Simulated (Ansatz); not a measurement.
A run of Ansatz 0.2.0 is set up as follows.

File input.yaml:

```yaml
crystal:
  lattice:
    - [5.29285, -0.00032, -0.02518]
    - [-0.0419, 5.33569, 0.0234]
    - [-0.4762, -0.07999, 7.89609]
  atoms:
    - { symbol: Ta, position: [0.52261, 0.46364, 0.51843] }
    - { symbol: Ta, position: [0.55532, 0.53163, 0.98083] }
    - { symbol: Ta, position: [0.02338, 0.98832, 0.50961] }
    - { symbol: Ta, position: [0.04916, 0.02484, 0.01689] }
    - { symbol: Ni, position: [0.06538, 0.57998, 0.26898], spin: 1.0 }
    - { symbol: O, position: [0.96711, 0.93834, 0.23892] }
    - { symbol: O, position: [0.21005, 0.28324, 0.4299] }
    - { symbol: O, position: [0.27287, 0.71995, 0.06145] }
    - { symbol: O, position: [0.33888, 0.2382, 0.03682] }
    - { symbol: O, position: [0.30665, 0.75341, 0.45874] }
    - { symbol: O, position: [0.50103, 0.44858, 0.74991] }
    - { symbol: O, position: [0.70564, 0.16332, 0.48732] }
    - { symbol: O, position: [0.73302, 0.83358, 0.9406] }
    - { symbol: O, position: [0.85284, 0.36497, 0.07896] }
    - { symbol: O, position: [0.81889, 0.65561, 0.47584] }
    - { symbol: O, position: [0.07718, 0.01239, 0.7468] }
hamiltonian:
  xc: pbe
  pseudopotentials: { kind: paw }
magnetization:
  spin_polarized: true
kpoints:
  mp_grid: { grid: [4, 4, 3] }
scf:
  occupations: { method: fermi_dirac, width: 0.05 }
output:
  forces: true
  stress: true
  eigenvalues: true
relax:
  f_tol: 0.01
  max_steps: 40
  cell: { stress_tol: 0.05, p_target: 20.0 }
```

Potentials or basis: Ansatz PAW.

Run with:

```bash
$ ansatz run input.yaml --threads 8 --pin off --max-ram 20480MiB --backend cpu --events-out ev --progress --plain --runs-dir out
```

(1) Estimate the net moment.

(2) Estimate the band gap on the k mesh.

Results:

(1) 2.00 μB per cell.

(2) 1.03 eV, indirect (least direct gap 1.08 eV).

Caveat: odd divisions of the mesh miss points on the zone boundary, where band edges often lie, so the gap on the mesh can be too wide; the plane-wave basis is chosen anew once the cell has moved, so the energies of steps on either side of that aren't comparable; spin-orbit coupling is left out, which moves the levels of the heavy elements; a cell with one magnetic atom can't hold antiferromagnetic order, which such compounds often take.
